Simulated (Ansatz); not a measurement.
# K4PbS3: the cost of one run

Method: DFT PBE, scalar-relativistic, plane waves, PAW, in Ansatz 0.2.0.

1 further run of the same task is left out (it didn't finish). Runs told in other sessions of the task aren't counted.

### 1 Starting point

Symmetry: P4/mmm, No. 123, tetragonal system. Conventional cell: a = 7.389 Å, b = 7.389 Å, c = 5.257 Å, α = 90.00°, β = 90.00°, γ = 90.00°. K (site symmetry m2m) is surrounded by 5 S at 2.84 to 3.71 Å and 2 K at 3.38 Å. Around Pb (site symmetry 4/mmm) lie 6 S at 2.63 to 3.69 Å. S (site symmetry mmm) has 2 Pb at 3.69 Å and 8 K at 3.71 Å in its first shell of neighbours. S (site symmetry 4/mmm) is surrounded by 2 Pb at 2.63 Å and 4 K at 2.84 Å.

As a file:

```
CELL_PARAMETERS angstrom
7.38930 0.00000 0.00000
0.00000 7.38930 0.00000
0.00000 0.00000 5.25705
ATOMIC_POSITIONS crystal
K 0.27162 0.27162 0.00000
K 0.72838 0.72838 0.00000
K 0.72838 0.27162 0.00000
K 0.27162 0.72838 0.00000
Pb 0.00000 0.00000 0.50000
S 0.00000 0.50000 0.50000
S 0.50000 0.00000 0.50000
S 0.00000 0.00000 0.00000
```

The cell was relaxed beforehand at this level, from a generated guess; it needn't be the stable form of this composition. At a tolerance of 0.05 Å it has space group P4/mmm (No. 123); it has 35.88 Å³/atom, an uncorrected energy of -0.56 eV/atom over the elements.

### 2 Static run: bands, density of states and charges

Contents of input.yaml:

```yaml
crystal:
  lattice:
    - [7.3892991596, 0.0, 0.0]
    - [0.0, 7.3892991596, 0.0]
    - [0.0, 0.0, 5.2570540062]
  atoms:
    - { symbol: K, position: [0.2716166254, 0.2716166254, 0.0] }
    - { symbol: K, position: [0.7283833746, 0.7283833746, 0.0] }
    - { symbol: K, position: [0.7283833746, 0.2716166254, 0.0] }
    - { symbol: K, position: [0.2716166254, 0.7283833746, 0.0] }
    - { symbol: Pb, position: [0.0, 0.0, 0.5] }
    - { symbol: S, position: [0.0, 0.5, 0.5] }
    - { symbol: S, position: [0.5, 0.0, 0.5] }
    - { symbol: S, position: [0.0, 0.0, 0.0] }
basis:
  ecutwfc: 420
kpoints:
  mp_grid: { grid: [6, 6, 8] }
  band_path:
    path:
      - [[0.0, 0.0, 0.0], [0.0, 0.5, 0.0], [0.5, 0.5, 0.0], [0.0, 0.0, 0.0], [0.0, 0.0, 0.5], [0.0, 0.5, 0.5], [0.5, 0.5, 0.5], [0.0, 0.0, 0.5]]
      - [[0.0, 0.5, 0.0], [0.0, 0.5, 0.5]]
      - [[0.5, 0.5, 0.0], [0.5, 0.5, 0.5]]
    npoints: 14
hamiltonian:
  xc: pbe
scf:
  occupations: { method: gaussian, width: 0.1 }
  n_extra_bands: 20
output:
  forces: true
  stress: true
  eigenvalues: true
  populations: true
  dos: { projected: true, de: 0.02, nscf_kmesh: { grid: [8, 8, 10] } }
  bader: true
```

The run is started by

```console
$ ansatz run input.yaml --threads 1 --pin off --max-ram 2560MiB --backend cpu --events-out ev --progress --plain --runs-dir out
```

Q: Estimate wall time and peak memory on 1 thread of Intel Xeon Platinum 8488C (Sapphire Rapids), shared host.

About 2.5 min, with a peak of 1.4 GiB.
